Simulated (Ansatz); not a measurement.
# C₉H₂₅NSi₂: up Jacob's ladder to CCSD(T)

How much do the methods differ for C₉H₂₅NSi₂? The plan is to run it at one geometry with functionals of several rungs and with coupled cluster. The yardstick is the atomisation energy at the CCSD(T) limit.

Program: Ansatz 0.2.0, Gaussian basis. Level of theory: functionals in def2-TZVPP, the program's frozen cores in correlated methods. These are calculated values, not measurements.

Levels to be run: LDA (SPW92), PBE-D4, revPBE-D4, BLYP-D4, r2SCAN-D4, B97M-V, PBE0-D4, B3LYP-D4, r2SCANh-D4, r2SCAN0-D4, HSE06-D4, BHLYP-D4, CAM-B3LYP-D4, LC-ωPBE, ωB97X-V, ωB97M-V, B2PLYP, PBE-QIDH; CCSD(T)/def2-SVP; CCSD(T)/def2-TZVPP; MP2/def2-QZVPP; extrapolation to the limit; RPA on PBE.

## (1) The relaxed structure

An earlier PBE0-D4 in a triple-zeta def2 set relaxation fixed the geometry.

SMILES `C[SiH](C)N(C(C)(C)C)[Si](C)(C)C`, 37 atoms, charge 0, spin multiplicity 1.

Atoms are counted from 1 here; the program's logs count them from 0.

Bond lengths: C1–Si2 1.877 Å, C1–H13 1.093 Å, C1–H14 1.094 Å, C1–H15 1.092 Å, Si2–C3 1.874 Å, Si2–N4 1.744 Å, Si2–H16 1.489 Å, C3–H17 1.094 Å, C3–H18 1.091 Å, C3–H19 1.093 Å, N4–C5 1.483 Å, N4–Si9 1.762 Å, C5–C6 1.529 Å, C5–C7 1.528 Å, C5–C8 1.529 Å, C6–H20 1.092 Å, C6–H21 1.093 Å, C6–H22 1.087 Å and more. Angles: Si2–C1–H13 110.3°, Si2–C1–H14 109.2°, Si2–C1–H15 113.9°, H13–C1–H14 107.7°, H13–C1–H15 108.0°, H14–C1–H15 107.5°, C1–Si2–C3 110.0°, C1–Si2–N4 114.8°, C1–Si2–H16 105.6°, C3–Si2–N4 116.0°, C3–Si2–H16 105.7°, N4–Si2–H16 103.5°, Si2–C3–H17 108.5°, Si2–C3–H18 113.5°, Si2–C3–H19 110.8°, H17–C3–H18 107.8°, H17–C3–H19 107.7°, H18–C3–H19 108.4° and more.

## (2) LDA

This LDA is Slater exchange with PW92 correlation.

File in.yaml:

```yaml
crystal:
  periodic: [false, false, false]
  atoms:
    - {symbol: C, position_ang: [-2.853916, -0.508386, -0.763802]}
    - {symbol: Si, position_ang: [-1.657215, -0.181006, 0.645125]}
    - {symbol: C, position_ang: [-2.403920, 1.048900, 1.846507]}
    - {symbol: N, position_ang: [-0.014334, 0.132795, 0.152525]}
    - {symbol: C, position_ang: [0.326335, 1.290237, -0.710526]}
    - {symbol: C, position_ang: [1.628383, 1.950249, -0.257142]}
    - {symbol: C, position_ang: [-0.748581, 2.372026, -0.620113]}
    - {symbol: C, position_ang: [0.437363, 0.847568, -2.170077]}
    - {symbol: Si, position_ang: [1.046879, -1.247370, 0.427032]}
    - {symbol: C, position_ang: [1.202867, -1.581734, 2.265437]}
    - {symbol: C, position_ang: [2.818375, -1.064091, -0.178383]}
    - {symbol: C, position_ang: [0.386263, -2.767818, -0.458234]}
    - {symbol: H, position_ang: [-2.455083, -1.277972, -1.429410]}
    - {symbol: H, position_ang: [-3.799061, -0.878570, -0.354761]}
    - {symbol: H, position_ang: [-3.080672, 0.373608, -1.366252]}
    - {symbol: H, position_ang: [-1.557999, -1.465291, 1.392785]}
    - {symbol: H, position_ang: [-3.241068, 0.566997, 2.360731]}
    - {symbol: H, position_ang: [-2.783659, 1.951485, 1.365776]}
    - {symbol: H, position_ang: [-1.673593, 1.343329, 2.604061]}
    - {symbol: H, position_ang: [1.574976, 2.190270, 0.807180]}
    - {symbol: H, position_ang: [1.787218, 2.879795, -0.809945]}
    - {symbol: H, position_ang: [2.495869, 1.317561, -0.425328]}
    - {symbol: H, position_ang: [-1.733144, 2.007843, -0.920016]}
    - {symbol: H, position_ang: [-0.492553, 3.193059, -1.293010]}
    - {symbol: H, position_ang: [-0.816055, 2.774843, 0.391595]}
    - {symbol: H, position_ang: [0.708704, 1.687244, -2.816103]}
    - {symbol: H, position_ang: [1.196391, 0.072821, -2.290692]}
    - {symbol: H, position_ang: [-0.515153, 0.441107, -2.517866]}
    - {symbol: H, position_ang: [0.250678, -1.828113, 2.736849]}
    - {symbol: H, position_ang: [1.889201, -2.416782, 2.436216]}
    - {symbol: H, position_ang: [1.613808, -0.703712, 2.771872]}
    - {symbol: H, position_ang: [3.271981, -2.055146, -0.070014]}
    - {symbol: H, position_ang: [2.920388, -0.777519, -1.226143]}
    - {symbol: H, position_ang: [3.405238, -0.373640, 0.429966]}
    - {symbol: H, position_ang: [1.032356, -3.629997, -0.267464]}
    - {symbol: H, position_ang: [0.367468, -2.599892, -1.539237]}
    - {symbol: H, position_ang: [-0.624239, -3.033499, -0.142143]}
basis:
  gaussian: {orbitals: def2-TZVPP}
hamiltonian: {xc: lda}
output: {orbitals: {seedname: orbitals}}
```

The runs that follow: PBE-D4 (GGA); revPBE-D4 (GGA); BLYP-D4 (GGA); r2SCAN-D4 (meta-GGA); B97M-V (meta-GGA); PBE0-D4 (hybrid); B3LYP-D4 (hybrid); r2SCANh-D4 (hybrid); r2SCAN0-D4 (hybrid); HSE06-D4 (hybrid); BHLYP-D4 (hybrid); CAM-B3LYP-D4 (range-separated); LC-ωPBE (range-separated); ωB97X-V (range-separated); ωB97M-V (range-separated); B2PLYP (double hybrid); PBE-QIDH (double hybrid); CCSD(T) in def2-SVP; CCSD(T) in def2-TZVPP; MP2 in def2-QZVPP; RPA on PBE orbitals.

**Question.** What will the summary of the whole plan be? Wanted: atomisation energy, CCSD(T)/CBS; farthest beyond LDA; mean size of error, GGA; mean size of error, meta-GGA; mean size of error, hybrid; mean size of error, range-separated; mean size of error, double hybrid; gap, smallest and largest; T1 diagnostic.

The runs gave:

| quantity | value |
| --- | --- |
| atomisation energy, CCSD(T)/CBS | 149.016 eV |
| functionals within 0.745 eV (0.5 %) | r2SCAN-D4, B97M-V, PBE0-D4, B3LYP-D4, r2SCANh-D4, HSE06-D4, CAM-B3LYP-D4, LC-ωPBE, ωB97X-V, ωB97M-V, PBE-QIDH |
| farthest beyond LDA | BHLYP-D4 (-2.684 eV) |
| mean size of error, GGA | 1.232 eV |
| mean size of error, meta-GGA | 0.242 eV |
| mean size of error, hybrid | 0.863 eV |
| mean size of error, range-separated | 0.550 eV |
| mean size of error, double hybrid | 1.166 eV |
| gap, smallest and largest | 5.05 eV (LDA (SPW92)), 11.92 eV (LC-ωPBE) |
| T1 diagnostic | 0.0101 |
| triples share of the correlation energy | 4.0 % |

**Reading.** The LDA atomisation energy is off by 18.734 eV (13 %): it overbinds. PBE-D4 is off by +1.844 eV. Double hybrids carry the basis error of their MP2 part in triple zeta, and no dispersion term here, so their miss is partly the set-up's. The rungs meta-GGA, range-separated miss on average by less than the doubt on the reference (0.745 eV), so they tie. Misses under about 0.745 eV are within the doubt on the reference itself, which lacks core-valence correlation, relativity and higher excitations. Hartree-Fock recovers 75 % of the binding; the rest is correlation. CCSD(T) in def2-SVP is off by -6.858 eV, which most functionals beat. Orbital gaps span 5.1 to 11.9 eV; exact exchange widens them.
